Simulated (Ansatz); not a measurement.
# C3HSi: the cost of one run

Program: Ansatz 0.2.0. Level of theory: the levels named in each step. These are calculated values, not measurements.

### 1 Starting point

Bond lengths: C1–C2 1.232 Å, C2–C3 1.315 Å, C3–Si4 1.743 Å, C1–H5 1.048 Å. Angles: C1–C2–C3 180.0°, C2–C1–H5 180.0°, C2–C3–Si4 180.0°.

Coordinates:

```xyz
5

C     0.0000    0.0000   -1.4038
C     0.0000    0.0000   -0.1723
C     0.0000    0.0000    1.1422
Si    0.0000    0.0000    2.8856
H     0.0000    0.0000   -2.4517
```

### 2 A rough first relaxation, PBE-D4/def2-SVP

This run stands in another session on the same molecule. It ended at:

```xyz
5

C     0.0000    0.0000   -1.4155
C     0.0000    0.0000   -0.1603
C     0.0000    0.0000    1.1762
Si    0.0000    0.0000    2.8964
H     0.0000    0.0000   -2.4968
```

### 3 Relaxation, HF/STO-3G

input.yaml

```yaml
crystal:
  periodic: [false, false, false]
  atoms:
    - { symbol: C, position_ang: [0.0, 0.0, -1.4155087] }
    - { symbol: C, position_ang: [0.0, 0.0, -0.16025032] }
    - { symbol: C, position_ang: [0.0, 0.0, 1.17617166] }
    - { symbol: Si, position_ang: [0.0, 0.0, 2.89636463] }
    - { symbol: H, position_ang: [0.0, 0.0, -2.49677727] }
magnetization:
  spin_polarized: true
  initial_magnetization: 1
basis:
  gaussian: { orbitals: STO-3G }
hamiltonian:
  xc: hf
relax:
  f_tol: 0.002
  max_steps: 150
```

The run is started by

```
$ ansatz run input.yaml --threads 2 --pin off --max-ram 5120MiB --backend cpu --events-out ev --progress --plain --runs-dir out
```

**Question.** How long does this run take on 2 threads of Arm Neoverse V1, shared host, and how much memory does it need?

About 2 s, with a peak of 0.084 GiB.
